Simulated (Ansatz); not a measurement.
**CH₃AlF₂S: up Jacob's ladder to CCSD(T)**

Aim: compute CH₃AlF₂S with functionals from several rungs and with coupled cluster. The yardstick is the atomisation energy at the CCSD(T) limit.

Method: functionals in def2-TZVPP, the program's frozen cores in correlated methods; program: Ansatz 0.2.0, Gaussian basis.

Levels to be run: LDA (SPW92), PBE-D4, revPBE-D4, BLYP-D4, r2SCAN-D4, B97M-V, PBE0-D4, B3LYP-D4, r2SCANh-D4, r2SCAN0-D4, HSE06-D4, BHLYP-D4, CAM-B3LYP-D4, LC-ωPBE, ωB97X-V, ωB97M-V, B2PLYP, PBE-QIDH; CCSD(T)/def2-SVP; CCSD(T)/def2-TZVPP; MP2/def2-QZVPP; extrapolation to the limit; RPA on PBE.

**1. The relaxed structure**

The geometry comes from an earlier relaxation with PBE0-D4 in a triple-zeta def2 set; it is a stationary point, not always the lowest conformer.

SMILES `C[S][Al]([F])[F]`, 8 atoms, charge 0, spin multiplicity 1.

Atoms are counted from 1 here; the program's logs count them from 0.

Bond lengths: C1–S2 1.828 Å, C1–H6 1.089 Å, C1–H7 1.089 Å, C1–H8 1.088 Å, S2–Al3 2.143 Å, Al3–F4 1.637 Å, Al3–F5 1.642 Å. Angles: S2–C1–H6 108.4°, S2–C1–H7 108.1°, S2–C1–H8 112.1°, H6–C1–H7 109.5°, H6–C1–H8 109.4°, H7–C1–H8 109.3°, C1–S2–Al3 100.8°, S2–Al3–F4 120.9°, S2–Al3–F5 120.3°, F4–Al3–F5 118.8°.

**2. LDA**

This LDA is Slater exchange with PW92 correlation.

in.yaml

```yaml
crystal:
  periodic: [false, false, false]
  atoms:
    - {symbol: C, position_ang: [-0.685179, -0.190983, 1.173474]}
    - {symbol: S, position_ang: [0.485125, -1.211196, 0.207724]}
    - {symbol: Al, position_ang: [0.908144, 0.103349, -1.431667]}
    - {symbol: F, position_ang: [1.930355, -0.347137, -2.628219]}
    - {symbol: F, position_ang: [0.210062, 1.587673, -1.506265]}
    - {symbol: H, position_ang: [-1.638196, -0.714928, 1.221023]}
    - {symbol: H, position_ang: [-0.283008, -0.075000, 2.178416]}
    - {symbol: H, position_ang: [-0.835002, 0.791123, 0.729912]}
basis:
  gaussian: {orbitals: def2-TZVPP}
hamiltonian: {xc: lda}
output: {orbitals: {seedname: orbitals}}
```

Further steps of the session: PBE-D4 (GGA); revPBE-D4 (GGA); BLYP-D4 (GGA); r2SCAN-D4 (meta-GGA); B97M-V (meta-GGA); PBE0-D4 (hybrid); B3LYP-D4 (hybrid); r2SCANh-D4 (hybrid); r2SCAN0-D4 (hybrid); HSE06-D4 (hybrid); BHLYP-D4 (hybrid); CAM-B3LYP-D4 (range-separated); LC-ωPBE-D4 (range-separated); ωB97X-V (range-separated); ωB97M-V (range-separated); B2PLYP (double hybrid); PBE-QIDH (double hybrid); CCSD(T) in def2-SVP; CCSD(T) in def2-TZVPP; MP2 in def2-QZVPP; RPA on PBE orbitals.

Before running them: what should the planned runs give, taken together? Wanted: atomisation energy, CCSD(T)/CBS; farthest beyond LDA; mean size of error, GGA; mean size of error, meta-GGA; mean size of error, hybrid; mean size of error, range-separated; mean size of error, double hybrid; gap, smallest and largest; T1 diagnostic.

**Answer**, as computed:

```
                               quantity                                      value
        atomisation energy, CCSD(T)/CBS                                  32.342 eV
    functionals within 0.162 eV (0.5 %)        r2SCAN-D4, B97M-V, ωB97X-V, ωB97M-V
                    farthest beyond LDA                       BHLYP-D4 (-1.392 eV)
                mean size of error, GGA                                   0.412 eV
           mean size of error, meta-GGA                                   0.019 eV
             mean size of error, hybrid                                   0.594 eV
    mean size of error, range-separated                                   0.183 eV
      mean size of error, double hybrid                                   0.490 eV
              gap, smallest and largest  4.47 eV (LDA (SPW92)), 11.57 eV (LC-ωPBE)
                          T1 diagnostic                                     0.0119
triples share of the correlation energy                                      3.4 %
```

The LDA atomisation energy is off by 4.169 eV (13 %): it overbinds. PBE-D4 misses by +0.255 eV. Double hybrids carry the basis error of their MP2 part in triple zeta, and no dispersion term here, so their miss is partly the set-up's. By mean error the best rung here is meta-GGA (0.019 eV) and the worst beyond LDA is hybrid (0.594 eV). The mean of the hybrids holds BHLYP, with half exact exchange. The reference freezes the cores and leaves out relativity and excitations past (T), so misses under about 0.162 eV can't be ranked. Hartree-Fock recovers 74 % of the binding; the rest is correlation. CCSD(T) in def2-SVP is off by -2.183 eV, which most functionals beat. Orbital gaps span 4.5 to 11.6 eV; exact exchange widens them.
